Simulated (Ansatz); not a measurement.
# TaC+ (septet): from Hartree-Fock to the top rungs, def2-QZVPP

One table from this session's results is given with a row withheld; the runs are named, their logs left out.

Method: def2-QZVPP, core rule «outside noble gas», up to 5 orbitals frozen; program: Ansatz 0.2.0, Gaussian basis.

To be run: UHF; ROHF; CCSD(T) on UHF.

## The geometry

The geometry is a PBE0/def2-TZVP stationary point (not a proven minimum) of the parent state, kept for this charge and spin. No spin-orbit coupling is included. Elements past krypton take def2 core potentials.

2 atoms, charge 1, spin multiplicity 7.

Atoms are counted from 1 here; the program's logs count them from 0.

Bond lengths: Ta1–C2 1.984 Å.

Set-up of the first run:

File in.yaml:

```yaml
crystal:
  periodic: [false, false, false]
  atoms:
    - {symbol: Ta, position_ang: [0.000000, 0.000000, 0.000000]}
    - {symbol: C, position_ang: [0.000000, 0.000000, 1.983800]}
basis:
  gaussian: {orbitals: "def2-QZVPP.json"}
total_charge: 1
magnetization: {spin_polarized: true, initial_magnetization: 6}
hamiltonian: {xc: hf}
output: {orbitals: {seedname: orbitals}}
```

Run with:

```bash
$ ansatz run in.yaml --threads 1 --pin off --events-out ev --progress --plain --max-ram 4096MiB --backend cpu
```

Steps of the session up to this table: UHF; ROHF; CCSD(T) on UHF.

One of the session's tables, all rows but one given; the rest of the session is left out.

It belongs to the step «Misses and costs». 

| method | from UCCSD(T) (kcal/mol) |
| --- | --- |
| ROHF | +109.25 |
| UHF | +106.06 |
| UMP2 | ? |
| UCCSD | +5.24 |
| UCCSD(T) | 0 |

Estimate the missing values for UMP2.

The run gave: from UCCSD(T) (kcal/mol): +17.90. In the column «from UCCSD(T) (kcal/mol)» it lies between UCCSD (+5.24) and UHF (+106.06).
